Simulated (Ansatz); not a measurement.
# PW: the cost of one run

Method: DFT LDA, scalar-relativistic, plane waves, PAW, in Ansatz 0.2.0.

1 further run of the same task is left out (set aside as unsound or not needed).

### Step 1. The system as given

It takes space group Pnma (No. 62, orthorhombic). The conventional cell has a = 5.757 Å, b = 3.268 Å, c = 6.252 Å, α = 90.00°, β = 90.00°, γ = 90.00°. P (site symmetry m) is surrounded by 6 W at 2.47 to 2.56 Å. Around W (site symmetry m) lie 6 P at 2.47 to 2.56 Å.

Coordinates:

```
CELL_PARAMETERS angstrom
5.75717 0.00000 0.00000
0.00000 3.26783 0.00000
0.00000 0.00000 6.25162
ATOMIC_POSITIONS crystal
P 0.81547 0.75000 0.56619
P 0.18453 0.25000 0.43381
P 0.68453 0.25000 0.06619
P 0.31547 0.75000 0.93381
W 0.98629 0.75000 0.18807
W 0.01371 0.25000 0.81193
W 0.51371 0.25000 0.68807
W 0.48629 0.75000 0.31193
```

This cell was relaxed beforehand with the same method: volume 14.70 Å³/atom, gap on the mesh none (metal).

### Step 2. The cell under LDA

input.yaml

```yaml
crystal:
  lattice:
    - [5.7571748471, 0.0, 0.0]
    - [0.0, 3.2678318752, 0.0]
    - [0.0, 0.0, 6.251623781]
  atoms:
    - { symbol: P, position: [0.8154678283, 0.75, 0.5661904929] }
    - { symbol: P, position: [0.1845321717, 0.25, 0.4338095071] }
    - { symbol: P, position: [0.6845321717, 0.25, 0.0661904929] }
    - { symbol: P, position: [0.3154678283, 0.75, 0.9338095071] }
    - { symbol: W, position: [-0.0137145737, 0.75, 0.1880717329] }
    - { symbol: W, position: [0.0137145737, 0.25, 0.8119282671] }
    - { symbol: W, position: [0.5137145737, 0.25, 0.6880717329] }
    - { symbol: W, position: [0.4862854263, 0.75, 0.3119282671] }
basis:
  ecutwfc: 420
kpoints:
  mp_grid: { grid: [6, 12, 6] }
hamiltonian:
  xc: lda
scf:
  occupations: { method: gaussian, width: 0.1 }
output:
  forces: true
  stress: true
  eigenvalues: true
relax:
  adjacent_minimum: "off"
  f_tol: 0.005
  max_steps: 50
  cell: { stress_tol: 0.05 }
```

The run is started by

```bash
$ ansatz run input.yaml --threads 2 --pin off --max-ram 5120MiB --backend cpu --events-out ev --progress --plain --runs-dir out
```

What time and memory should one allow on 2 threads of Arm Neoverse V1, shared host?

About 2.4 min, with a peak of 0.69 GiB.
